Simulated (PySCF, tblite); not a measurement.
**C5H14N2Si2: geometry, infrared bands and NMR shifts**

Aim: predict the infrared bands and NMR shifts of C5H14N2Si2 (`C#C[SiH2]N[SiH2]NC(C)C`).

Computed with tblite 0.8.0 and PySCF 2.14.0, with density-fitted response routines of our own, on a single molecule in the gas phase. Atoms are numbered from 0 throughout.

### 1 The starting structure

23 atoms, charge 0, multiplicity 1; geometry from: force field or distance geometry start.

Bonds of the start (Å): C0–C1 1.21, C1–Si2 1.83, Si2–N3 1.81, N3–Si4 1.81, Si4–N5 1.76, N5–C6 1.43, C6–C7 1.50, C6–C8 1.51, C0–H9 1.05, Si2–H10 1.48, Si2–H11 1.47, N3–H12 1.04, Si4–H13 1.46, Si4–H14 1.49, N5–H15 1.01, C6–H16 1.11, C7–H17 1.10, C7–H18 1.12, C7–H19 1.11, C8–H20 1.12, C8–H21 1.11, C8–H22 1.11.

### 2 Relaxing the molecule with GFN2-xTB

The job: settings as JSON, then the geometry in Å.

```
{"job": {"kind": "relax", "xc": "GFN2-xTB", "basis": "xTB"}, "charge": 0, "multiplicity": 1}
C      5.759200     0.144800    -0.237200
C      4.662800    -0.159100     0.186400
Si     3.041500    -0.649900     0.879400
N      1.768500    -0.047200    -0.257500
Si     0.230300    -0.105500     0.691800
N     -1.140000    -0.696900    -0.233000
C     -2.128100     0.299600    -0.530400
C     -2.645300     0.842400     0.771700
C     -3.180200    -0.357900    -1.389300
H      6.704900     0.429700    -0.600600
H      2.979200    -2.116700     1.054000
H      2.772100     0.005600     2.167900
H      1.998500     0.927300    -0.546100
H      0.384400    -0.870600     1.930100
H     -0.038600     1.303300     1.091500
H     -0.983300    -1.414600    -0.927100
H     -1.613200     1.105400    -1.094000
H     -2.066500     0.401000     1.591800
H     -3.724300     0.570200     0.898400
H     -2.527700     1.948100     0.780600
H     -4.169600    -0.070800    -0.946400
H     -3.057300    -0.005100    -2.435700
H     -3.032000    -1.456100    -1.290200
```

On the command line:

```sh
$ OMP_NUM_THREADS=1 python probes_run.py task.json out
```

One launch serves the whole session: the jobs run in the order shown.

**Question.** This job is followed by: GFN2-xTB harmonic vibrations, gas phase; GIAO PBE0/pcSseg-1 NMR shielding, non-relativistic, gas phase. Predict these results of the whole session: strongest single infrared mode (GFN2-xTB); zero-point energy (GFN2-xTB); ¹³C shifts against TMS (PBE0/pcSseg-1, means over atoms taken as alike); ¹H shifts against TMS (PBE0/pcSseg-1, means over atoms taken as alike); ²⁹Si shifts against TMS (PBE0/pcSseg-1); ¹⁵N shifts against NH3 (PBE0/pcSseg-1); surface potential, 1st and 99th percentile.

As calculated:

```
                                                               quantity                                          value
                              strongest single infrared mode (GFN2-xTB)                          2172 cm⁻¹, 630 km/mol
                                           zero-point energy (GFN2-xTB)                                 110.8 kcal/mol
¹³C shifts against TMS (PBE0/pcSseg-1, means over atoms taken as alike)                    102.1, 88.7, 48.3, 28.0 ppm
 ¹H shifts against TMS (PBE0/pcSseg-1, means over atoms taken as alike)  5.31, 5.07, 3.31, 1.88, 1.25, 0.24, -0.35 ppm
                                ²⁹Si shifts against TMS (PBE0/pcSseg-1)                               -42.1, -60.3 ppm
                                 ¹⁵N shifts against NH3 (PBE0/pcSseg-1)                                 53.3, 10.8 ppm
                                  surface potential, 1st and 99th percentile                             -0.89 V and 1.53 V
```

The optimisation took 226 steps and gained 1.304 eV; among the close pairs (by a distance rule), Si2–N3 changed most, from 1.810 to 1.726 Å. No mode is imaginary among the 63: a minimum at this level. The strongest single mode, at 2172 cm⁻¹, moves mainly H11. Unscaled tight-binding wavenumbers are off by several per cent, some by more. Its intensities can rank the bands wrongly. At PBE0/pcSseg-1: The largest span, 293 ppm, is at C1, where the paramagnetic term is -159 ppm.
